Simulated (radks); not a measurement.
# The Coulomb parameter U of the 4f shell of Pm

An exercise on one series of results from a longer session: the logs are not shown, and one member is left open.

Method: scalar-relativistic Kohn-Sham, r2SCAN, spin-unpolarised, spherical densities, finite nucleus. Code: radks (a radial shooting solver on a logarithmic mesh, Libxc functionals) version 1.

### The atom as given

| Item | Value |
| --- | --- |
| element | promethium (Z = 61) |
| charge | 0 |
| electrons | 61 |
| configuration | [Xe] 4f3.5 6s2 6p1.5 |
| nuclear rms radius | 4.962 fm |

The first run:

Input:

```text
Z 61
configuration [Xe] 4f3.5 6s2 6p1.5
relativity scalar-relativistic
functional r2scan,r2scan
spin unpolarised
nucleus finite rms 4.962 fm
c 137.035999084
```

Steps of the session up to this table: Start: [Xe] 4f3.5 6s2 6p1.5.

One of the session's tables, all rows but one given; the rest of the session is left out.

It belongs to the step «Start: [Xe] 4f3.5 6s2 6p1.5». Radial moments (bohr):

| level | <r> | outermost maximum (interpolated) | 90 % within | nodes |
| --- | --- | --- | --- | --- |
| 4s | ? | ? | ? | ? |
| 4p | 0.6255 | 0.575 | 0.908 | 2 |
| 4d | 0.6830 | 0.601 | 1.02 | 1 |
| 5s | 1.399 | 1.27 | 2.00 | 4 |
| 5p | 1.601 | 1.42 | 2.32 | 3 |
| 4f | 0.9133 | 0.621 | 1.54 | 0 |
| 6s | 3.827 | 3.34 | 5.56 | 5 |
| 6p | 4.785 | 4.12 | 7.00 | 4 |

Q: Estimate the row for 4s from the others.

The run gave: <r>: 0.5917; outermost maximum (interpolated): 0.552; 90 % within: 0.848; nodes: 3. In the column «<r>» it is the lowest.
